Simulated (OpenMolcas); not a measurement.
# Tc⁴⁺ among point charges: CASSCF and CASPT2 levels and susceptibility

Aim: the splitting of the states of Tc⁴⁺ in the field of 8 point charges, its lowest levels with spin-orbit coupling and its magnetic susceptibility.

Program: OpenMolcas 26.06. Level of theory: state-averaged CASSCF and CASPT2, spin-orbit coupling by RASSI with atomic mean-field integrals. These are calculated values, not measurements, unless marked.

### 1 The atom as given

* Species: Tc⁴⁺ (technetium, Z = 43, 39 electrons)
* Basis: ANO-RCC-VDZP [6s5p3d1f], 43 functions
* Scalar Hamiltonian: DKH2, point nucleus
* Inactive shells: 1s 2s 2p 3s 3p 3d 4s 4p
* Active space: 3 electrons in 5 orbitals (4d)
* Some configurations of this space: 4d³
* Orbitals: optimised for each spin and parity, averaged over all roots

Outer shells as boxes (Hund's rule):

4d3
```
4d [↑ ][↑ ][↑ ][  ][  ]
```

The ion sits among 8 point charges of -1.2 e arranged as a cube (Oh), 2.11 Å from the ion.

Each step is its own input file, run in one work folder so that later steps find the files of earlier ones. Labels, J, g values, rates, χT and fits are worked out afterwards by a script from the matrices that RASSI stores. The input lists half of the charges; inversion (Group=XYZ) makes the rest.

### 2 Basis and integrals

The input, a.inp:

```
&GATEWAY
Coord
1

Tc 0.0 0.0 0.0
Basis=ANO-RCC-VDZP
Group=XYZ
NoMove
AngMom=0.0 0.0 0.0
AMFI
XField
4 Angstrom 0
1.218209 1.218209 1.218209 -1.200000
1.218209 1.218209 -1.218209 -1.200000
1.218209 -1.218209 1.218209 -1.200000
1.218209 -1.218209 -1.218209 -1.200000
&SEWARD
```

### 3 Reference wave functions, quartets of even parity, 10 roots

The input, a.inp:

```
&RASSCF
FileOrb=start.orb
Symmetry=1
Spin=4
nActEl=3 0 0
Inactive=9 9
Ras2=5 0
CIRoot=10 10 1
SDav=10
CIMx=300
Iter=120 100
PrWF=0.3
OrbListing=Nothing
MaxOrb=0
>>> COPY $Project.JobIph JOB001
```

start.orb holds the contracted functions of the basis, ordered by shell, or the orbitals of the step before.

### 4 Reference wave functions, doublets of even parity, 40 roots

The input, a.inp:

```
&RASSCF
FileOrb=start.orb
Symmetry=1
Spin=2
nActEl=3 0 0
Inactive=9 9
Ras2=5 0
CIRoot=40 40 1
SDav=40
CIMx=300
Iter=120 100
PrWF=0.3
OrbListing=Nothing
MaxOrb=0
>>> COPY $Project.JobIph JOB002
```

### 5 State interaction with spin-orbit coupling

The input, a.inp:

```
&RASSI
NrOfJobIphs=2 10 40
1 2 3 4 5 6 7 8 9 10
1 2 3 4 5 6 7 8 9 10 11 12 13 14 15 16 17 18 19 20 21 22 23 24 25 26 27
28 29 30 31 32 33 34 35 36 37 38 39 40
IphNames
JOB001
JOB002
EJob
SpinOrbit
DIPRint=1.0
SOCoupling=1000.0
Subsets=2
Property=9
'ANGMOM' 1 'ANGMOM' 2 'ANGMOM' 3 'MLTPL  1' 1 'MLTPL  1' 2 'MLTPL  1' 3
'AMFI' 1 'AMFI' 2 'AMFI' 3
SOProperty=3
'ANGMOM' 1 'ANGMOM' 2 'ANGMOM' 3
```

### 6 CASPT2: IPEA 0.25, imaginary shift 0.1 (closed shells correlated: 4s 4p)

The input, a.inp:

```
>>> COPY JOB001 $Project.JobIph
&CASPT2
Multistate=10 1 2 3 4 5 6 7 8 9 10
NoMult
Frozen=8 6
IPEA=0.25
Imaginary=0.1
MaxIter=60
WThr=0.0 0.3 0.05
PrWF=0.5
NoMix
>>> COPY JOB002 $Project.JobIph
&CASPT2
Multistate=40 1 2 3 4 5 6 7 8 9 10 11 12 13 14 15 16 17 18 19 20 21 22
23 24 25 26 27 28 29 30 31 32 33 34 35 36 37 38 39 40
NoMult
Frozen=8 6
IPEA=0.25
Imaginary=0.1
MaxIter=60
WThr=0.0 0.3 0.05
PrWF=0.5
NoMix
```

(Steps that only read results are left out.)

Before running it: what results should come out? Wanted: spin-free ground state; first state of the same spin within the active space; lowest level; next level.

As calculated:

| quantity | value |
| --- | --- |
| method | SS-CASPT2, IPEA 0.25, imaginary shift 0.1 (closed shells correlated: 4s 4p) |
| spin-free ground state | 4T1, 3-fold in its orbital part |
| first state of the same spin within the active space | 4T2 at 3160 cm⁻¹ |
| lowest level | 4-fold Γ8 |
| next level | 535.8 cm⁻¹ |
| χT at 300 K | 0.35 cm³ K/mol |
| effective moment at 300 K | 1.66 μB |

Cost by method:

```csv
method,time of its own steps,time with the reference
A. CASSCF,7.4 s,7.4 s
"B. SS-CASPT2, IPEA 0.25, imaginary shift 0.1, +4s 4p",2.6 s,9.9 s
```

Times are of one thread on a shared host.

**Reading.** The spin-free ground state (4T1) comes to 99 % from free-ion F terms and keeps the highest spin of the shell. χT at 300 K is 0.35, against 1.88 cm³ K/mol for the spin alone, so spin-orbit coupling lowers it. A ligand-field fit to the states below 45000 cm-1 gives 10Dq = -3931 cm-1, B = 765 cm-1 and C = 3477 cm-1 (C/B = 4.55), with a deviation of 375 cm-1. CASPT2 does not keep the components of a term degenerate, and the means are used. The field of point charges can differ much from that of real complexes. This is an electrostatic model: the charges have no orbitals.
